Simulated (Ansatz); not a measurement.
# SnH3O2 (SMILES [OH][SnH][OH]) at UB3LYP/def2-SVPD (core potential)

Aim: the vertical doublet–quartet gap of SnH3O2 at UB3LYP/def2-SVPD (core potential), from 2 runs. 

The results are computed with Ansatz 0.2.0.

43 further runs of the same task are left out: 43 set aside as unsound or not needed.

## Step 1: Starting point

The species is SnH3O2 (6 atoms), meant as a doublet with charge 0. SMILES: `[OH][SnH][OH]`. Geometry: relaxed at PBE0-D4/def2-TZVP. This is one conformer, not always the lowest.

Bond lengths: O1–Sn2 1.978 Å, Sn2–O3 1.963 Å, O1–H4 0.960 Å, Sn2–H5 1.748 Å, O3–H6 0.962 Å. Angles: O1–Sn2–O3 99.7°, O1–Sn2–H5 110.6°, O3–Sn2–H5 104.3°, Sn2–O1–H4 115.0°, Sn2–O3–H6 112.0°.

## Step 2: The energy at UB3LYP/def2-SVPD (core potential)

Input file job.yaml:

```yaml
crystal:
  periodic: [false, false, false]
  atoms:
    - symbol: O
      position_ang: [-1.248300, -0.684700, -0.233400]
    - symbol: Sn
      position_ang: [0.417000, 0.302500, -0.639600]
    - symbol: O
      position_ang: [1.413900, -0.038300, 1.016700]
    - symbol: H
      position_ang: [-1.852000, -0.783400, -0.973600]
    - symbol: H
      position_ang: [0.128600, 2.026100, -0.624300]
    - symbol: H
      position_ang: [1.182700, -0.886000, 1.408100]
basis:
  gaussian:
    orbitals: def2-SVPD
magnetization:
  spin_polarized: true
  initial_magnetization: 1
hamiltonian:
  xc: {name: B3LYP}
accuracy: high
output: {orbitals: {seedname: orbitals}}
```

Run with:

```
$ ansatz run job.yaml --threads 1 --pin off --max-ram 3480MiB --events-out events.jsonl --progress --plain --runs-dir runs
```

The log of the run:

```text
Warning: RAYON_NUM_THREADS=1 ignored (pool sized by the plan → 1); use --threads N
Functional definition: B3LYP
  name "B3LYP"
  parameter a0 = 0.2
  parameter ax = 0.72
  parameter ac = 0.81
  exchange = (1 - a0 - ax)*slater_x + ax*b88_x + a0*exact_x
  correlation = (1 - ac)*vwn_rpa_c + ac*lyp_c
2187 factors; integrals over basis functions are off by at most 3.0e-9 eV
mean field evaluation 1: about -9960.7549 eV, gradient 5.8e1 eV
mean field evaluation 2: about -9875.7440 eV, gradient 1.4e2 eV
mean field evaluation 4: about -9972.8294 eV, gradient 1.0e1 eV
mean field evaluation 8: about -9973.3183 eV, gradient 5.3e-1 eV
mean field evaluation 16: about -9973.3202 eV, gradient 5.6e-4 eV
mean field -9973.32019541 eV, -366.5127570220 hartree, gradient 5.4e-8 eV, S^2 0.754754; 0 other end points of the search recorded, 0 dependent functions left out
reference -9973.32023278 eV, -366.5127583954 hartree; 21, 20 occupied and 81, 82 virtual orbitals, 2187 factors
Total energy: -9973.32023278 eV, -366.5127583954 hartree
```

Wall time 16 s (1 thread of Arm Neoverse V1, shared host); peak memory 0.48 GiB.

## Step 3: The quartet at the same level

Input file in.yaml:

```yaml
crystal:
  periodic: [false, false, false]
  atoms:
    - {symbol: O, position_ang: [-1.248300, -0.684700, -0.233400]}
    - {symbol: Sn, position_ang: [0.417000, 0.302500, -0.639600]}
    - {symbol: O, position_ang: [1.413900, -0.038300, 1.016700]}
    - {symbol: H, position_ang: [-1.852000, -0.783400, -0.973600]}
    - {symbol: H, position_ang: [0.128600, 2.026100, -0.624300]}
    - {symbol: H, position_ang: [1.182700, -0.886000, 1.408100]}
basis:
  gaussian:
    orbitals: def2-SVPD
output: {orbitals: {seedname: orbitals}}
magnetization:
  spin_polarized: true
  initial_magnetization: 3
accuracy: high
hamiltonian:
  xc: {name: B3LYP}
```

Run with:

```
$ ansatz run in.yaml --threads 1 --pin off --max-ram 3480MiB --events-out events.jsonl --progress --plain --runs-dir runs
```

The log of the run, shortened:

```text
Warning: RAYON_NUM_THREADS=1 ignored (pool sized by the plan → 1); use --threads N
[... 7 set-up lines as earlier in the session ...]
2187 factors; integrals over basis functions are off by at most 3.0e-9 eV
mean field evaluation 1: about -9954.2853 eV, gradient 5.5e1 eV
mean field evaluation 2: about -9853.0974 eV, gradient 1.5e2 eV
mean field evaluation 4: about -9962.4602 eV, gradient 2.9e1 eV
mean field evaluation 8: about -9966.8740 eV, gradient 1.5e0 eV
mean field evaluation 16: about -9967.0026 eV, gradient 2.2e-1 eV
mean field evaluation 32: about -9967.0037 eV, gradient 2.9e-4 eV
mean field evaluation 64: about -9966.9909 eV, gradient 1.1e0 eV
mean field -9967.00373402 eV, -366.2806313474 hartree, gradient 7.3e-8 eV, S^2 3.762558; 8 other end points of the search recorded, 0 dependent functions left out
reference -9967.00377081 eV, -366.2806326993 hartree; 22, 19 occupied and 80, 83 virtual orbitals, 2187 factors
Total energy: -9967.00377081 eV, -366.2806326993 hartree
```

It took 41 s on 1 thread of Arm Neoverse V1, shared host; peak memory 0.48 GiB.

## Step 4: Summary of results

Level: UB3LYP/def2-SVPD (core potential).

| quantity | value |
| --- | --- |
| doublet: total energy | -366.51276 Eh |
| doublet: HOMO energy (highest over α and β) | -6.29 eV |
| doublet: LUMO energy (lowest over α and β) | -3.90 eV |
| doublet: ⟨S²⟩ | 0.755 |
| quartet: total energy | -366.28063 Eh |
| quartet: HOMO energy (highest over α and β) | -2.67 eV |
| quartet: ⟨S²⟩ | 3.763 |
| vertical energy of the quartet above the doublet | 6.316 eV |

At this shape the quartet lies 6.32 eV (609 kJ/mol) above the doublet.
